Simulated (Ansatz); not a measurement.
# CH₆BClOSi: a ladder of functionals and wavefunction methods

Aim: compute CH₆BClOSi with functionals from several rungs and with coupled cluster. The yardstick is the atomisation energy at the CCSD(T) limit.

Computed with Ansatz 0.2.0, Gaussian basis. Level: functionals in def2-TZVPP, the program's frozen cores in correlated methods.

Levels to be run: PBE-D4, r2SCAN-D4, PBE0-D4, B3LYP-D4, ωB97X-V, ωB97M-V, B2PLYP; CCSD(T)/def2-TZVPP; MP2/def2-QZVPP; extrapolation to the limit.

**1. The geometry**

The geometry comes from an earlier relaxation with PBE0-D4 in a triple-zeta def2 set; it is a stationary point, not always the lowest conformer.

SMILES `OB(Cl)C[SiH3]`, 11 atoms, charge 0, spin multiplicity 1.

Atoms are counted from 1 here; the program's logs count them from 0.

Bond lengths: O1–B2 1.349 Å, O1–H6 0.962 Å, B2–Cl3 1.784 Å, B2–C4 1.548 Å, C4–Si5 1.884 Å, C4–H7 1.093 Å, C4–H8 1.094 Å, Si5–H9 1.487 Å, Si5–H10 1.486 Å, Si5–H11 1.487 Å. Angles: B2–O1–H6 113.5°, O1–B2–Cl3 118.6°, O1–B2–C4 121.0°, Cl3–B2–C4 120.4°, B2–C4–Si5 112.0°, B2–C4–H7 111.4°, B2–C4–H8 110.5°, Si5–C4–H7 106.4°, Si5–C4–H8 107.2°, H7–C4–H8 109.1°, C4–Si5–H9 110.3°, C4–Si5–H10 110.4°, C4–Si5–H11 109.8°, H9–Si5–H10 108.8°, H9–Si5–H11 108.7°, H10–Si5–H11 108.8°.

**2. PBE-D4 (GGA)**

in.yaml reads:

```yaml
crystal:
  periodic: [false, false, false]
  atoms:
    - {symbol: O, position_ang: [-0.148704, 0.535665, 2.149413]}
    - {symbol: B, position_ang: [0.559651, -0.017139, 1.142817]}
    - {symbol: Cl, position_ang: [2.324145, 0.242544, 1.097268]}
    - {symbol: C, position_ang: [-0.142779, -0.821471, 0.021735]}
    - {symbol: Si, position_ang: [-0.498404, 0.241932, -1.491960]}
    - {symbol: H, position_ang: [0.389558, 1.040584, 2.765825]}
    - {symbol: H, position_ang: [0.478244, -1.652556, -0.323058]}
    - {symbol: H, position_ang: [-1.101876, -1.212633, 0.373851]}
    - {symbol: H, position_ang: [-1.352861, 1.399928, -1.119453]}
    - {symbol: H, position_ang: [0.768497, 0.751428, -2.077484]}
    - {symbol: H, position_ang: [-1.209970, -0.565182, -2.518154]}
basis:
  gaussian: {orbitals: def2-TZVPP}
hamiltonian: {xc: pbe, dispersion: d4}
output: {forces: true, orbitals: {seedname: orbitals}}
```

Launch:

```sh
$ ansatz run in.yaml --threads 4 --pin off --events-out ev --progress --plain --max-ram 10444MiB
```

Further steps of the session: r2SCAN-D4 (meta-GGA); PBE0-D4 (hybrid); B3LYP-D4 (hybrid); ωB97X-V (range-separated); ωB97M-V (range-separated); B2PLYP (double hybrid); CCSD(T) in def2-TZVPP; MP2 in def2-QZVPP.

**Question.** What will the summary of the whole plan be? Wanted: atomisation energy, CCSD(T)/CBS; farthest; mean size of error, hybrid; mean size of error, range-separated; gap, smallest and largest; T1 diagnostic; triples share of the correlation energy.

**Answer**, as computed:

| quantity | value |
| --- | --- |
| atomisation energy, CCSD(T)/CBS | 42.090 eV |
| functionals within 0.210 eV (0.5 %) | PBE0-D4, B3LYP-D4, ωB97X-V |
| farthest | PBE-D4 (+0.528 eV) |
| mean size of error, hybrid | 0.043 eV |
| mean size of error, range-separated | 0.205 eV |
| gap, smallest and largest | 6.39 eV (PBE-D4), 13.38 eV (ωB97X-V) |
| T1 diagnostic | 0.0117 |
| triples share of the correlation energy | 3.8 % |

PBE-D4 is off by +0.528 eV. Double hybrids carry the basis error of their MP2 part in triple zeta, and no dispersion term here, so their miss is partly the set-up's. Misses under about 0.210 eV are within the doubt on the reference itself, which lacks core-valence correlation, relativity and higher excitations. Hartree-Fock recovers 76 % of the binding; the rest is correlation. Orbital gaps span 6.4 to 13.4 eV; exact exchange widens them.
